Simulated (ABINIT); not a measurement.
Crystal: Sn3Te.

```xyz
4
Lattice="4.8656 0.0000 0.0000 0.0000 4.8656 0.0000 0.0000 0.0000 4.8656" Properties=species:S:1:pos:R:3 pbc="T T T"
Te    0.0000    0.0000    0.0000
Sn    0.0000    2.4328    2.4328
Sn    2.4328    0.0000    2.4328
Sn    2.4328    2.4328    0.0000
```

The cell comes from a database or a generator and needn't be the stable form of this composition.

| Quantity | Value |
| --- | --- |
| Program | ABINIT 10.8.3 (patched build) |
| Task | single point |
| Functional | PBEsol |
| Potentials or basis | PseudoDojo NC SR PBEsol v0.4.1 standard |
| Cutoff | 1088 eV |
| k mesh | 6 × 6 × 6 |
| Occupations | fermi-dirac, width 0.05 eV |
| Spin | no spin polarisation |

On this cell: pressure -2.3 GPa; largest force zero by symmetry; band gap on the k mesh none (metal or under the smearing width).

The same run follows on a disturbed copy (atoms moved at random, drawn with an rms of 0.05 Å):

```
Te Sn
1.0
     4.86562    0.00000    0.00000
     0.00000    4.86562    0.00000
     0.00000    0.00000    4.86562
Te Sn
1 3
Direct
  0.00673 0.98858 0.99664
  0.99890 0.50418 0.49890
  0.50157 0.00640 0.49978
  0.48993 0.50469 0.99880
```

Q: What does the disturbed cell give?

A: The energy (extrapolated to zero smearing) moves by +0.3 meV/atom; pressure -2.2 GPa; largest force 0.094 eV/Å; band gap on the k mesh none (metal or under the smearing width).

Forces in eV/Å, atoms in the order of the input:
```
Te  -0.045  0.039  0.010
Sn  -0.042 -0.052 -0.012
Sn   0.069  0.063 -0.008
Sn   0.018 -0.050  0.010
```
